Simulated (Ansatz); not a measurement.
Crystal: MgGe2.

```
Ge Mg
1.0
     5.52149   -1.84985    0.00000
     5.52149    1.84985    0.00000
    -3.21762    0.00000    6.00777
Ge Mg
4 2
Direct
  0.52923 0.52923 0.29362
  0.47077 0.47077 0.70638
  0.88039 0.88039 0.98544
  0.11961 0.11961 0.01456
  0.81529 0.81529 0.34925
  0.18471 0.18471 0.65075
```

The cell comes from a database or a generator and needn't be the stable form of this composition.

- Program: Ansatz 0.2.0
- Task: relaxation of cell and atoms
- Functional: PBEsol
- Potentials or basis: Ansatz PAW
- Cutoff: 420 eV (not typed: the program's choice for these potentials)
- k mesh: 8 × 8 × 5
- Occupations: fermi-dirac, width 0.05 eV
- Spin: no spin polarisation

At the start: volume 20.45 Å³/atom.

Question: How do energy, volume and symmetry change on relaxing?

Answer: It ends after 16 steps and the volume is 20.40 Å³/atom (-0.3 %); space group P-3m1 (No. 164, to 0.05 Å).

Step by step:
```tsv
step	energy change (eV)	largest force (eV/Å)	volume (Å³)
1	0.0000	0.1570	122.73
2	-0.0659	0.1800	114.42
3	-0.0824	0.0717	115.90
4	-0.0971	0.1309	116.82
5	-0.1063	0.1093	117.73
6	-0.1318	0.1867	118.49
7	-0.2198	0.1366	120.64
8	-0.2338	0.3350	122.19
9	-0.2522	0.2868	121.99
10	-0.2779	0.0487	121.52
11	-0.2853	0.0323	122.48
12	-0.2875	0.0270	122.58
13	-0.2884	0.0218	122.38
14	-0.2886	0.0089	122.36
15	-0.2887	0.0051	122.38
16	-0.2894	0.0055	122.38
```

Final structure:
```
Ge Mg
1.0
     5.82691   -1.92414   -0.17787
     5.82691    1.92414   -0.17787
    -3.58915    0.00000    5.56699
Ge Mg
4 2
Direct
  0.56039 0.56039 0.39318
  0.43961 0.43961 0.60682
  0.93947 0.93947 0.10652
  0.06053 0.06053 0.89348
  0.75013 0.75013 0.25014
  0.24987 0.24987 0.74986
```

Caveat: the plane-wave basis is chosen anew once the cell has moved, so the energies of steps on either side of that aren't comparable; the PAW data sets come from PBE, with cores solved anew for the run's functional, which leaves a small shift of forces and pressure.
